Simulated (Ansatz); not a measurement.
# CH6BNSi: basis-set convergence

An exercise on one series of results from a longer session: the logs are not shown, and one member is left open.

Program: Ansatz 0.2.0, Gaussian basis. Level of theory: one geometry, several basis sets. These are calculated values, not measurements.

Plan: PBE0-D4/def2-SVP; ωB97M-V/def2-SVP; PBE0-D4/def2-QZVPP; ωB97M-V/def2-QZVPP; the functionals' def2-TZVPP values are taken from earlier runs.

## The geometry

The geometry comes from an earlier relaxation with PBE0-D4 in a triple-zeta def2 set; it is a stationary point, not always the lowest conformer.

SMILES `C=NB[SiH3]`, 10 atoms, charge 0, spin multiplicity 1.

Atoms are counted from 1 here; the program's logs count them from 0.

Bond lengths: C1–N2 1.243 Å, C1–H5 1.093 Å, C1–H6 1.093 Å, N2–B3 1.344 Å, B3–Si4 2.017 Å, B3–H7 1.199 Å, Si4–H8 1.491 Å, Si4–H9 1.491 Å, Si4–H10 1.490 Å. Angles: N2–C1–H5 121.3°, N2–C1–H6 121.3°, H5–C1–H6 117.5°, C1–N2–B3 178.3°, N2–B3–Si4 119.1°, N2–B3–H7 118.5°, Si4–B3–H7 122.4°, B3–Si4–H8 110.5°, B3–Si4–H9 110.5°, B3–Si4–H10 112.2°, H8–Si4–H9 107.3°, H8–Si4–H10 108.1°, H9–Si4–H10 108.1°.

The first run:

in.yaml reads:

```yaml
crystal:
  periodic: [false, false, false]
  atoms:
    - {symbol: C, position_ang: [-0.451663, 1.901357, -1.026825]}
    - {symbol: N, position_ang: [-0.539584, 0.705727, -0.696688]}
    - {symbol: B, position_ang: [-0.603945, -0.581686, -0.315687]}
    - {symbol: Si, position_ang: [0.729228, -1.274528, 1.029797]}
    - {symbol: H, position_ang: [0.166551, 2.211982, -1.872339]}
    - {symbol: H, position_ang: [-0.991404, 2.680575, -0.483618]}
    - {symbol: H, position_ang: [-1.456481, -1.276792, -0.791575]}
    - {symbol: H, position_ang: [1.515733, -2.402255, 0.453407]}
    - {symbol: H, position_ang: [0.029100, -1.795963, 2.238323]}
    - {symbol: H, position_ang: [1.685567, -0.219515, 1.468006]}
basis:
  gaussian: {orbitals: def2-SVP}
hamiltonian: {xc: pbe0, dispersion: d4}
output: {orbitals: {seedname: orbitals}}
```

Started as:

```bash
> ansatz run in.yaml --threads 2 --pin off --events-out ev --progress --plain --max-ram 4352MiB
```

Steps of the session up to this table: PBE0-D4 in def2-SVP; ωB97M-V in def2-SVP; PBE0-D4 in def2-QZVPP; ωB97M-V in def2-QZVPP.

One of the session's tables, all rows but one given; the rest of the session is left out.

It belongs to the step «Density functionals: the series». 

| functional | basis | HOMO (eV) |
| --- | --- | --- |
| PBE0-D4 | def2-SVP | ? |
| PBE0-D4 | def2-TZVPP | -7.70 |
| PBE0-D4 | def2-QZVPP | -7.71 |
| ωB97M-V | def2-SVP | -9.71 |
| ωB97M-V | def2-TZVPP | -9.76 |
| ωB97M-V | def2-QZVPP | -9.76 |

Q: Estimate the row for PBE0-D4, def2-SVP from the others.

**Answer.** HOMO (eV): -7.69. In the column «HOMO (eV)» it is the highest.
